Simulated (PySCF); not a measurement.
# PBE0/STO-3G run of GeH2 (SMILES [H][Ge][H])

Aim: the energy change on altering one bond length of GeH2 at PBE0/STO-3G, from 2 runs. The job is set up through a Python script.

The results are computed with PySCF 2.14.0.

13 further runs of the same task are left out: 1 that didn't finish, 12 set aside as unsound or not needed.

## 1. The structure to begin with

The species is GeH2 (3 atoms), meant as a singlet with charge 0. As SMILES, `[H][Ge][H]`. Geometry: a GFN2-xTB relaxation, a rough one for these elements and not checked as a minimum.

Bond lengths: Ge1–H2 1.609 Å, Ge1–H3 1.607 Å. Angles: H2–Ge1–H3 86.5°.

## 2. The energy at PBE0/STO-3G

File calc.py:

```python
from pyscf import gto, dft

mol = gto.M(
    atom='''
Ge     0.008674    -0.017102    -1.475914
H      2.076507    -0.033675     0.752942
H     -2.085180     0.050777     0.722971
''',
    max_memory=1860,
    verbose=4,
    unit='bohr',
    basis='sto-3g',
)

ks = dft.RKS(mol, xc='pbe0')
ks.conv_tol = 1e-10
ks.grids.level = 5
ks.kernel()
if not ks.converged:
    ks = ks.newton().run(ks.mo_coeff, ks.mo_occ)

etot = ks.e_tot
print(f'total energy: {etot:.8f} hartree')
```

Started as:

```sh
$ OMP_NUM_THREADS=1 python calc.py
```

Log:

```text
PySCF version 2.14.0

[INPUT] num. atoms = 3
[INPUT] num. electrons = 34
[INPUT] charge = 0
[INPUT] spin (= nelec alpha-beta = 2S) = 0
[INPUT] symmetry False subgroup None
[INPUT] Mole.unit = bohr
[INPUT] Symbol           X                Y                Z      unit          X                Y                Z       unit  Magmom
[INPUT]  1 Ge     0.004590083128  -0.009049988661  -0.781020054078 AA    0.008674000000  -0.017102000000  -1.475914000000 Bohr   0.0
[INPUT]  2 H      1.098840182716  -0.017820042578   0.398439747545 AA    2.076507000000  -0.033675000000   0.752942000000 Bohr   0.0
[INPUT]  3 H     -1.103429736666   0.026870031239   0.382579777356 AA   -2.085180000000   0.050777000000   0.722971000000 Bohr   0.0

nuclear repulsion = 21.3015716460425
number of shells = 10
number of NR pGTOs = 60
number of NR cGTOs = 20
basis = sto-3g
ecp = {}

******** <class 'pyscf.dft.rks.RKS'> ********
method = RKS
initial guess = minao
damping factor = 0
level_shift factor = 0
DIIS = <class 'pyscf.scf.diis.CDIIS'>
diis_start_cycle = 1
diis_space = 8
diis_damp = 0
SCF conv_tol = 1e-10
SCF conv_tol_grad = None
SCF max_cycles = 50
direct_scf = True
direct_scf_tol = 1e-13
XC library pyscf.dft.libxc version 7.0.0
    S. Lehtola, C. Steigemann, M. J.T. Oliveira, and M. A.L. Marques.,  SoftwareX 7, 1–5 (2018)
XC functionals = pbe0
radial grids:
    Treutler-Ahlrichs [JCP 102, 346 (1995); DOI:10.1063/1.469408] (M4) radial grids

becke partition: Becke, JCP 88, 2547 (1988); DOI:10.1063/1.454033
pruning grids: <function nwchem_prune>
grids dens level: 5
symmetrized grids: False
atomic radii adjust function: <function treutler_atomic_radii_adjust>
small_rho_cutoff = 0
Set gradient conv threshold to 1e-05
Initial guess from minao.
tot grids = 91816
init E= -2051.37057367068
  HOMO = -0.450116218891891  LUMO = -0.331255594487753  gap/eV = 3.23436
cycle= 1 E= -2053.87233154408  delta_E= -2.5  |g|= 0.322  |ddm|= 1.85
  HOMO = 0.00730317380367618  LUMO = 0.0482929155354919  gap/eV = 1.11539
cycle= 2 E= -2053.89890758261  delta_E= -0.0266  |g|= 0.179  |ddm|=    1
  HOMO = -0.134984470291135  LUMO = 0.00620056015527987  gap/eV = 3.84184
cycle= 3 E= -2053.91335682759  delta_E= -0.0144  |g|= 0.0174  |ddm|= 0.407
  HOMO = -0.131815127470516  LUMO = 0.00916697454037407  gap/eV = 3.83632
cycle= 4 E= -2053.91353769298  delta_E= -0.000181  |g|= 0.00167  |ddm|= 0.0425
  HOMO = -0.132492591052542  LUMO = 0.0090128729279792  gap/eV = 3.85056
cycle= 5 E= -2053.91355142472  delta_E= -1.37e-05  |g|= 0.00107  |ddm|= 0.0159
  HOMO = -0.133829477360127  LUMO = 0.00887990925122578  gap/eV = 3.88332
cycle= 6 E= -2053.91356013291  delta_E= -8.71e-06  |g|= 0.000193  |ddm|= 0.0226
  HOMO = -0.133940793717165  LUMO = 0.00885187713955626  gap/eV = 3.88559
cycle= 7 E= -2053.91356034976  delta_E= -2.17e-07  |g|= 1.59e-05  |ddm|= 0.00406
  HOMO = -0.133934039793172  LUMO = 0.00885290706297748  gap/eV = 3.88543
cycle= 8 E= -2053.91356034992  delta_E= -1.56e-10  |g|= 4.6e-06  |ddm|= 5.65e-05
  HOMO = -0.133932728633392  LUMO = 0.00885321948242734  gap/eV = 3.88540
cycle= 9 E= -2053.91356034993  delta_E= -1.23e-11  |g|= 2.42e-07  |ddm|= 1.39e-05
  HOMO = -0.13393297151755  LUMO = 0.00885319651322253  gap/eV = 3.88541
Extra cycle  E= -2053.91356034993  delta_E= -1.36e-12  |g|= 7.26e-08  |ddm|= 9.65e-07
converged SCF energy = -2053.91356034993
total energy: -2053.91356035 hartree
```

It took 1.6 s on 1 thread of Arm Neoverse V2, shared host; peak memory 0.18 GiB.

## 3. The distorted shape, same level

File job.py:

```python
from pyscf import gto, dft

mol = gto.M(
    atom='Ge 0.558572 -0.027009 -1.362791; H 1.652822 -0.035779 -0.183331; H -1.103430 0.026870 0.382580',
    basis='sto-3g',
    verbose=4,
    max_memory=1860,
)

myscf = dft.RKS(mol)
myscf.xc = 'pbe0'
myscf.conv_tol = 1e-10
myscf.grids.level = 5
myscf.kernel()
if not myscf.converged:
    myscf = myscf.newton().run(myscf.mo_coeff, myscf.mo_occ)

e_tot = myscf.e_tot
print('E(%s) = %.9f' % ('PBE0', e_tot))
```

Started as:

```sh
$ OMP_NUM_THREADS=1 python job.py
```

Log:

```text
PySCF version 2.14.0

[INPUT] num. atoms = 3
[INPUT] num. electrons = 34
[INPUT] charge = 0
[INPUT] spin (= nelec alpha-beta = 2S) = 0
[INPUT] symmetry False subgroup None
[INPUT] Mole.unit = angstrom
[INPUT] Symbol           X                Y                Z      unit          X                Y                Z       unit  Magmom
[INPUT]  1 Ge     0.558572000000  -0.027009000000  -1.362791000000 AA    1.055548100851  -0.051039612898  -2.575301755022 Bohr   0.0
[INPUT]  2 H      1.652822000000  -0.035779000000  -0.183331000000 AA    3.123380912656  -0.067612511011  -0.346445380143 Bohr   0.0
[INPUT]  3 H     -1.103430000000   0.026870000000   0.382580000000 AA   -2.085180497629   0.050776940967   0.722971420736 Bohr   0.0

nuclear repulsion = 17.7373462411847
number of shells = 10
number of NR pGTOs = 60
number of NR cGTOs = 20
basis = sto-3g
ecp = {}

******** <class 'pyscf.dft.rks.RKS'> ********
method = RKS
initial guess = minao
damping factor = 0
level_shift factor = 0
DIIS = <class 'pyscf.scf.diis.CDIIS'>
diis_start_cycle = 1
diis_space = 8
diis_damp = 0
SCF conv_tol = 1e-10
SCF conv_tol_grad = None
SCF max_cycles = 50
direct_scf = True
direct_scf_tol = 1e-13
XC library pyscf.dft.libxc version 7.0.0
    S. Lehtola, C. Steigemann, M. J.T. Oliveira, and M. A.L. Marques.,  SoftwareX 7, 1–5 (2018)
XC functionals = pbe0
radial grids:
    Treutler-Ahlrichs [JCP 102, 346 (1995); DOI:10.1063/1.469408] (M4) radial grids

becke partition: Becke, JCP 88, 2547 (1988); DOI:10.1063/1.454033
pruning grids: <function nwchem_prune>
grids dens level: 5
symmetrized grids: False
atomic radii adjust function: <function treutler_atomic_radii_adjust>
small_rho_cutoff = 0
Set gradient conv threshold to 1e-05
[... 1 set-up line as earlier in the session ...]
tot grids = 91816
init E= -2051.21686992628
  HOMO = -0.382500025820861  LUMO = -0.329869922926933  gap/eV = 1.43214
cycle= 1 E= -2053.68377343188  delta_E= -2.47  |g|= 0.435  |ddm|= 1.96
  HOMO = 0.0971709625436692  LUMO = 0.098312085835568  gap/eV = 0.03105
cycle= 2 E= -2053.58624484062  delta_E= 0.0975  |g|= 0.479  |ddm|=  2.1
  HOMO = -0.113550638658414  LUMO = -0.00920001897052053  gap/eV = 2.83952
cycle= 3 E= -2053.78064667974  delta_E= -0.194  |g|= 0.129  |ddm|= 1.58
  HOMO = -0.1306249275017  LUMO = -2.84276032563313e-05  gap/eV = 3.55371
cycle= 4 E= -2053.79195281435  delta_E= -0.0113  |g|= 0.0202  |ddm|= 0.316
  HOMO = -0.126826252923965  LUMO = 0.000808714291099188  gap/eV = 3.47312
cycle= 5 E= -2053.79220943723  delta_E= -0.000257  |g|= 0.00532  |ddm|= 0.0633
  HOMO = -0.126365705440614  LUMO = 0.00144517593201676  gap/eV = 3.47791
cycle= 6 E= -2053.79224204069  delta_E= -3.26e-05  |g|= 0.00219  |ddm|= 0.0257
  HOMO = -0.126601717216532  LUMO = 0.0013644977360503  gap/eV = 3.48214
cycle= 7 E= -2053.79224983472  delta_E= -7.79e-06  |g|= 0.00062  |ddm|= 0.0122
  HOMO = -0.12701012473078  LUMO = 0.00121718538540883  gap/eV = 3.48924
cycle= 8 E= -2053.79225250681  delta_E= -2.67e-06  |g|= 0.000524  |ddm|= 0.0136
  HOMO = -0.127115218654624  LUMO = 0.00125012481933351  gap/eV = 3.49300
cycle= 9 E= -2053.79225294969  delta_E= -4.43e-07  |g|= 5.55e-05  |ddm|= 0.00544
  HOMO = -0.127107602070476  LUMO = 0.00124855690676356  gap/eV = 3.49275
cycle= 10 E= -2053.7922529539  delta_E= -4.21e-09  |g|= 1.85e-05  |ddm|= 0.000285
  HOMO = -0.127106233281958  LUMO = 0.00124816061380562  gap/eV = 3.49270
cycle= 11 E= -2053.79225295523  delta_E= -1.33e-09  |g|= 6.94e-06  |ddm|= 0.000234
  HOMO = -0.127104487246604  LUMO = 0.00124824032985793  gap/eV = 3.49266
cycle= 12 E= -2053.7922529557  delta_E= -4.7e-10  |g|= 3.3e-06  |ddm|= 0.00015
  HOMO = -0.127102887284758  LUMO = 0.00124868980289644  gap/eV = 3.49262
cycle= 13 E= -2053.79225295582  delta_E= -1.13e-10  |g|= 5.86e-07  |ddm|= 0.000105
  HOMO = -0.127102776455962  LUMO = 0.00124875026271482  gap/eV = 3.49262
cycle= 14 E= -2053.79225295582  delta_E= -4.55e-13  |g|= 8.62e-08  |ddm|= 1.17e-05
  HOMO = -0.127102773763377  LUMO = 0.00124874599880964  gap/eV = 3.49262
Extra cycle  E= -2053.79225295582  delta_E= -1.82e-12  |g|= 8.57e-08  |ddm|= 5.38e-07
converged SCF energy = -2053.79225295582
E(PBE0) = -2053.792252956
```

It took 2 s on 1 thread of Arm Neoverse V2, shared host; peak memory 0.18 GiB.

## 4. What came out

At PBE0/STO-3G:

| quantity | value |
| --- | --- |
| first shape: total energy | -2053.91356 Eh |
| first shape: dipole moment | 0.33 D |
| first shape: HOMO energy | -3.64 eV |
| first shape: LUMO energy | 0.24 eV |
| first shape: HOMO–LUMO gap | 3.89 eV |
| distorted shape: total energy | -2053.79225 Eh |
| distorted shape: dipole moment | 1.33 D |
| distorted shape: HOMO energy | -3.46 eV |
| distorted shape: LUMO energy | 0.03 eV |
| distorted shape: HOMO–LUMO gap | 3.49 eV |
| energy change with the Ge1–H3 bond stretched from 1.607 to 2.411 Å | 3.301 eV |

What this shows: One bond (distorted shape) is far stretched, which a spin-restricted single reference describes badly; a broken-symmetry solution may lie lower. With the Ge1–H3 bond stretched from 1.607 to 2.411 Å the energy rises by 3.30 eV (318 kJ/mol). The first shape isn't relaxed at this level, so the change isn't measured from a minimum. A restricted reference can't describe the breaking bond well at this length. The minimal basis adds a large error of its own.
